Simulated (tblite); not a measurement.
# CH9O3Si3: the cost of one run

Computed with tblite 0.8.0 and PySCF 2.14.0; each step states its level. No surroundings beyond the atoms listed, unless a continuum is named. Atoms count from 0, parts from 1.

## 1. Starting point

16 atoms, charge 0, multiplicity 2; geometry: distance geometry start.

## 2. Geometry optimisation with GFN2-xTB

What the job is given:

```
{"job": {"kind": "relax", "xc": "GFN2-xTB", "basis": "xTB"}, "charge": 0, "multiplicity": 2}
C      0.001383     0.001578    -0.017593
O      0.703954     1.163778     0.244994
Si    -0.025758     2.523762     0.835606
O     -1.352526    -0.071715     0.258604
Si    -2.251794    -1.415345    -0.037719
O      0.659528    -1.099465    -0.528767
Si     2.272518    -1.103425    -0.876807
H     -0.608527     2.239197     2.200888
H     -1.085712     3.020790    -0.053455
H      0.994374     3.605513     1.000539
H     -3.666199    -1.170236     0.360139
H     -2.239684    -1.794520    -1.480180
H     -1.739252    -2.573046     0.801638
H      3.068616    -0.856237     0.343619
H      2.678565    -2.421787    -1.414230
H      2.596398    -0.061688    -1.917593
```

With the program's defaults for keys left out, this is: GFN2-xTB geometry optimisation, gas phase.

Launch:

```
OMP_NUM_THREADS=1 python cluster_run.py task.json out
```

This one command runs all jobs of the session in turn.

**Question.** How long does this first job take on 1 thread of Arm Neoverse V1, shared host?

About 5.4 s.
